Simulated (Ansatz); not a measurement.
# CoO: the cost of one run

Method: DFT PBEsol with spin–orbit coupling, plane waves, PAW, in Ansatz 0.2.0.

1 further run of the same task is left out (it didn't finish).

## 1. The starting structure

Symmetry: Fm-3m, No. 225, cubic system. The conventional cell has a = 4.263 Å, b = 4.263 Å, c = 4.263 Å, α = 90.00°, β = 90.00°, γ = 90.00°. Co (site symmetry m-3m) has 6 O at 2.13 Å as nearest neighbours. O (site symmetry m-3m) is surrounded by 6 Co at 2.13 Å.

Coordinates:

```cif
data_structure
_symmetry_space_group_name_H-M 'Fm-3m'
_symmetry_Int_Tables_number 225
_cell_length_a 4.2630
_cell_length_b 4.2630
_cell_length_c 4.2630
_cell_angle_alpha 90.000
_cell_angle_beta 90.000
_cell_angle_gamma 90.000
_cell_volume 77.47
loop_
_atom_site_label
_atom_site_type_symbol
_atom_site_symmetry_multiplicity
_atom_site_Wyckoff_symbol
_atom_site_fract_x
_atom_site_fract_y
_atom_site_fract_z
_atom_site_occupancy
Co1 Co 4 a 0.00000 0.00000 0.00000 1
O1 O 4 b 0.50000 0.00000 0.00000 1
```

The cell is the deposited one, not relaxed. At PBEsol, without spin–orbit coupling, an earlier run found -10.70 GPa for this cell of 9.684 Å³/atom (14×14×14 mesh), a metal on this mesh, moments in the atoms' spheres Co 2.52; O 0.35 μB. The cell is stretched at this level.

## 2. Spin-orbit coupling, moments along [0, 0, 1]

input.yaml

```yaml
crystal:
  lattice:
    - [0.0, 2.1315016559, 2.1315016559]
    - [2.1315016559, 0.0, 2.1315016559]
    - [2.1315016559, 2.1315016559, 0.0]
  atoms:
    - { symbol: Co, position: [0.0, 0.0, 0.0], spin: 2.77, spin_axis: [0.0, 0.0, 1.0] }
    - { symbol: O, position: [0.5, 0.5, 0.5] }
basis:
  ecutwfc: 420
  ecutrho_ratio: 4
kpoints:
  mp_grid: { grid: [14, 14, 14] }
hamiltonian:
  xc: pbesol
scf:
  occupations: { method: gaussian, width: 0.05 }
  lower_state_search: "off"
  convergence: { dr2_threshold: 1.0e-09 }
output:
  forces: true
  stress: true
  eigenvalues: true
  populations: true
magnetization:
  noncollinear: true
  spin_orbit: true
checkpoint:
  read: start.run
  write: ck
  compress: false
  write_wavefunctions: false
  write_every: 100000
```

start.run is the folder with the converged state of an earlier run on this cell.

On the command line:

```
> ansatz run input.yaml --threads 4 --pin off --max-ram 9216MiB --backend cpu --events-out ev --progress --plain --runs-dir out
```

Q: Estimate wall time and peak memory on 4 threads of Intel Xeon at 2.50GHz (Skylake/Cascade Lake), shared host.

About 30 s, with a peak of 0.69 GiB.
